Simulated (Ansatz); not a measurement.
# SiNi: the cost of one run

Method: DFT PBE, scalar-relativistic, plane waves, PAW, in Ansatz 0.2.0.

## Step 1: Starting point

The cell holds 20 atoms (Ni10Si10): a = 6.401 Å, b = 6.413 Å, c = 6.563 Å, α = 89.27°, β = 89.96°, γ = 88.64°.

It is the last frame of an earlier stage of the same melt, run at 1780 K.

Its coordinates follow in the input file.

## Step 2: Stage at 990 K

One k point, a Fermi-Dirac width of 0.085 eV and a fixed cell.

Input file input.yaml:

```yaml
crystal:
  lattice:
    - [6.400294, 0.075774, 0.002298]
    - [0.075774, 6.412219, 0.041525]
    - [0.002298, 0.041525, 6.562577]
  atoms:
    - { symbol: Si, position: [0.9187387645, 0.6201083127, 0.2672954807] }
    - { symbol: Si, position: [0.7871068861, 0.8749461197, 0.4900897462] }
    - { symbol: Si, position: [0.0646371932, 0.047469761, 0.8622035745] }
    - { symbol: Si, position: [0.8112049311, 0.514538439, 0.8336966311] }
    - { symbol: Si, position: [0.3710842105, 0.6478251486, 0.3530838691] }
    - { symbol: Si, position: [0.2268759094, 0.1306994175, 0.2244557325] }
    - { symbol: Si, position: [0.1714321357, 0.6199051097, 0.7208928698] }
    - { symbol: Si, position: [0.36980033, 0.3135099463, 0.5879610952] }
    - { symbol: Si, position: [0.6755598721, 0.2901265396, 0.1083697316] }
    - { symbol: Si, position: [0.5290814214, 0.839929706, 0.0482865598] }
    - { symbol: Ni, position: [0.1711620455, 0.7586710672, 0.0866731944] }
    - { symbol: Ni, position: [0.1310029579, 0.8948135656, 0.4734832677] }
    - { symbol: Ni, position: [0.6825930524, 0.4533737425, 0.4377793427] }
    - { symbol: Ni, position: [0.7327797351, 0.9952644807, 0.7975636715] }
    - { symbol: Ni, position: [0.8511750045, 0.9664655308, 0.1757577018] }
    - { symbol: Ni, position: [0.9871226825, 0.30425524, 0.6593198971] }
    - { symbol: Ni, position: [0.3837273522, 0.1410970549, 0.9223084505] }
    - { symbol: Ni, position: [0.4924695138, 0.0674943288, 0.3908189309] }
    - { symbol: Ni, position: [0.4389533291, 0.5071507177, 0.9382767971] }
    - { symbol: Ni, position: [0.0810072364, 0.3716716864, 0.0135457108] }
  symmetry: { detect: false }
basis:
  ecutwfc: 420
  xc_grid: 1
kpoints:
  mp_grid: { grid: [1, 1, 1], shift: [0.25, 0.25, 0.25] }
hamiltonian:
  xc: pbe
scf:
  occupations: { method: fermi_dirac, width: 0.0853 }
  lower_state_search: "off"
  convergence: { dr2_threshold: 1.0e-05 }
output:
  forces: true
  stress: true
md:
  timestep: 3.0
  n_steps: 200
  ensemble: nvt_langevin
  friction: 0.015
  temperature: 990.0
  initial_velocities: maxwell_boltzmann
  seed: 47979
```

Run with:

```bash
> ansatz run input.yaml --threads 2 --pin off --max-ram 5120MiB --backend cpu --events-out ev --progress --plain --runs-dir out
```

**Question.** How long does this run take on 2 threads of Intel Xeon at 2.70GHz, shared host, and how much memory does it need?

About 6.6 min, with a peak of 0.54 GiB.
